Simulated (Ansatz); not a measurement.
**Cl2FH3Si2: basis-set convergence**

An exercise on one series of results from a longer session: the logs are not shown, and one member is left open.

Computed with Ansatz 0.2.0, Gaussian basis. Level: one geometry, several basis sets.

Levels to be run: PBE0-D4/def2-SVP; ωB97M-V/def2-SVP; PBE0-D4/def2-QZVPP; ωB97M-V/def2-QZVPP; the functionals' def2-TZVPP values are taken from earlier runs.

### The geometry

An earlier PBE0-D4 in a triple-zeta def2 set relaxation fixed the geometry.

SMILES `F[SiH2][SiH](Cl)Cl`, 8 atoms, charge 0, spin multiplicity 1.

Atoms are counted from 1 here; the program's logs count them from 0.

Bond lengths: F1–Si2 1.602 Å, Si2–Si3 2.343 Å, Si2–H6 1.483 Å, Si2–H7 1.485 Å, Si3–Cl4 2.048 Å, Si3–Cl5 2.054 Å, Si3–H8 1.480 Å. Angles: F1–Si2–Si3 110.0°, F1–Si2–H6 108.8°, F1–Si2–H7 108.3°, Si3–Si2–H6 109.2°, Si3–Si2–H7 110.0°, H6–Si2–H7 110.5°, Si2–Si3–Cl4 110.0°, Si2–Si3–Cl5 105.5°, Si2–Si3–H8 116.3°, Cl4–Si3–Cl5 109.8°, Cl4–Si3–H8 107.5°, Cl5–Si3–H8 107.7°.

The first run:

Contents of in.yaml:

```yaml
crystal:
  periodic: [false, false, false]
  atoms:
    - {symbol: F, position_ang: [-1.637672, 0.864270, -1.425267]}
    - {symbol: Si, position_ang: [-0.295564, 1.031400, -0.566249]}
    - {symbol: Si, position_ang: [0.312969, -1.025541, 0.376644]}
    - {symbol: Cl, position_ang: [-1.157554, -1.677164, 1.644398]}
    - {symbol: Cl, position_ang: [2.031719, -0.654255, 1.437692]}
    - {symbol: H, position_ang: [-0.541471, 2.011649, 0.519463]}
    - {symbol: H, position_ang: [0.779482, 1.515310, -1.468425]}
    - {symbol: H, position_ang: [0.600190, -2.122770, -0.574057]}
basis:
  gaussian: {orbitals: def2-SVP}
hamiltonian: {xc: pbe0, dispersion: d4}
output: {orbitals: {seedname: orbitals}}
```

Command:

```bash
> ansatz run in.yaml --threads 4 --pin off --events-out ev --progress --plain --max-ram 10444MiB
```

Among the steps run: PBE0-D4 in def2-SVP; ωB97M-V in def2-SVP; PBE0-D4 in def2-QZVPP; ωB97M-V in def2-QZVPP.

One table of the session follows, with a row left open; its other results are not shown here.

```
functional       basis  HOMO (eV)
   PBE0-D4    def2-SVP      -8.27
   PBE0-D4  def2-TZVPP      -8.34
   PBE0-D4  def2-QZVPP          ?
   ωB97M-V    def2-SVP     -10.26
   ωB97M-V  def2-TZVPP     -10.38
   ωB97M-V  def2-QZVPP     -10.42
```

**Question.** Estimate the row for PBE0-D4, def2-QZVPP.

The run gave: HOMO (eV): -8.37. In the column «HOMO (eV)» it lies between ωB97M-V, def2-SVP (-10.26) and PBE0-D4, def2-TZVPP (-8.34).
